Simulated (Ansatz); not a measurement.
# SbH₂+ (triplet): the correlation ladder at angle H2–Sb1–H3 = 180.0°, def2-SVP

Aim: climb from Hartree-Fock through coupled cluster and multireference methods for SbH₂+ (triplet) at one geometry and basis, and see what each rung misses.

Method: def2-SVP, core rule «outside noble gas», up to 9 orbitals frozen; program: Ansatz 0.2.0, Gaussian basis.

Plan: UHF; CCSD(T) on ROHF; CCSD(T) on UHF; BCCD(T) on ROHF; CISD; CCSDT(Q) on ROHF; CCSDT(Q) on UHF; CASSCF and MRCISD+Q, 4 electrons in 4 orbitals; CASSCF and NEVPT2, 4 electrons in 4 orbitals; CASSCF and MRCISD+Q, 6 electrons in 6 orbitals; CASSCF and MRCISD+Q(relaxed), 6 electrons in 6 orbitals; CASSCF and NEVPT2, 6 electrons in 6 orbitals; Full CI.

16 further runs of the same task are left out: 12 that didn't finish, 4 set aside as unsound or not needed.

## 1. The system

The geometry derives from a PBE0/def2-TZVP stationary point (not a proven minimum). One angle is set to the value named; bond lengths are kept. No spin-orbit coupling is included. Elements past krypton take def2 core potentials.

3 atoms, charge 1, spin multiplicity 3.

Atoms are counted from 1 here; the program's logs count them from 0.

Bond lengths: Sb1–H2 1.691 Å, Sb1–H3 1.691 Å. Angles: H2–Sb1–H3 180.0°.

Geometry (Å):

```
Sb    0.0000    0.0000    0.0000
H     0.0000    0.0000   -1.6907
H     0.0000    0.0000    1.6907
```

## 2. UHF

in.yaml

```yaml
crystal:
  periodic: [false, false, false]
  atoms:
    - {symbol: Sb, position_ang: [0.000000, 0.000000, 0.000000]}
    - {symbol: H, position_ang: [0.000000, 0.000000, -1.690735]}
    - {symbol: H, position_ang: [0.000000, 0.000000, 1.690735]}
basis:
  gaussian: {orbitals: def2-SVP}
total_charge: 1
magnetization: {spin_polarized: true, initial_magnetization: 2}
hamiltonian: {xc: hf}
output: {orbitals: {seedname: orbitals}}
```

Launch:

```console
> ansatz run in.yaml --threads 1 --pin off --events-out ev --progress --plain --max-ram 2393MiB
```

After this run come: CCSD(T) on ROHF; CCSD(T) on UHF; BCCD(T) on ROHF; CISD; CCSDT(Q) on ROHF; CCSDT(Q) on UHF; CASSCF and MRCISD+Q, 4 electrons in 4 orbitals; CASSCF and NEVPT2, 4 electrons in 4 orbitals; CASSCF and MRCISD+Q, 6 electrons in 6 orbitals; CASSCF and MRCISD+Q(relaxed), 6 electrons in 6 orbitals; CASSCF and NEVPT2, 6 electrons in 6 orbitals; Full CI.

Q: Predict the results of all the runs planned. Wanted: FCI below the RHF energy; RMP2 from FCI; UMP2 from FCI; RCCSD from FCI; RCCSD(T) from FCI; UCCSD(T) from FCI; RCCSDT(Q) from FCI; UCCSDT(Q) from FCI; NEVPT2 pair from FCI.

**Answer**, as computed:

| quantity | value |
| --- | --- |
| FCI below the RHF energy | -2.8637 eV |
| RMP2 from FCI | +723.7 meV |
| UMP2 from FCI | +698.4 meV |
| RCCSD from FCI | +82.7 meV |
| RCCSD(T) from FCI | +19.9 meV |
| UCCSD(T) from FCI | -3.2 meV |
| RCCSDT(Q) from FCI | -0.5 meV |
| UCCSDT(Q) from FCI | -21.6 meV |
| NEVPT2 pair from FCI | +615.2 meV |
| MRCISD+Q pair from FCI | +12.1 meV |
| NEVPT2 valence from FCI | +354.5 meV |
| levels within 1 kcal/mol (43 meV) | RCCSD(T), UCCSD(T), BCCD(T), RCCSDT, UCCSDT, RCCSDT(Q), UCCSDT(Q), MRCISD+Q pair, MRCISD+Q valence, MRCISD+Q(relaxed) valence |
| T1 diagnostic | 0.034 |
| effectively unpaired electrons | 2.07 |

RCCSD(T) misses by +19.9 meV, 0.7 % of the correlation energy. CCSD(T) misses by +19.9 meV on the restricted determinant and by -3.2 meV on the unrestricted one; the two need not hold the same state or core. UCCSD(T), UCCSDT, UCCSDT(Q), MRCISD+Q valence, MRCISD+Q(relaxed) valence fall below full CI: unrestricted runs freeze a spin-polarised core, another one than full CI's, and coupled cluster isn't variational. One determinant dominates. Of the multireference levels listed MRCISD+Q valence comes nearest in total energy (-2.0 meV), which doesn't show that its space is the better one. These misses are within one basis, not against nature; the frozen cores of restricted and unrestricted runs differ, which can shift their rows.
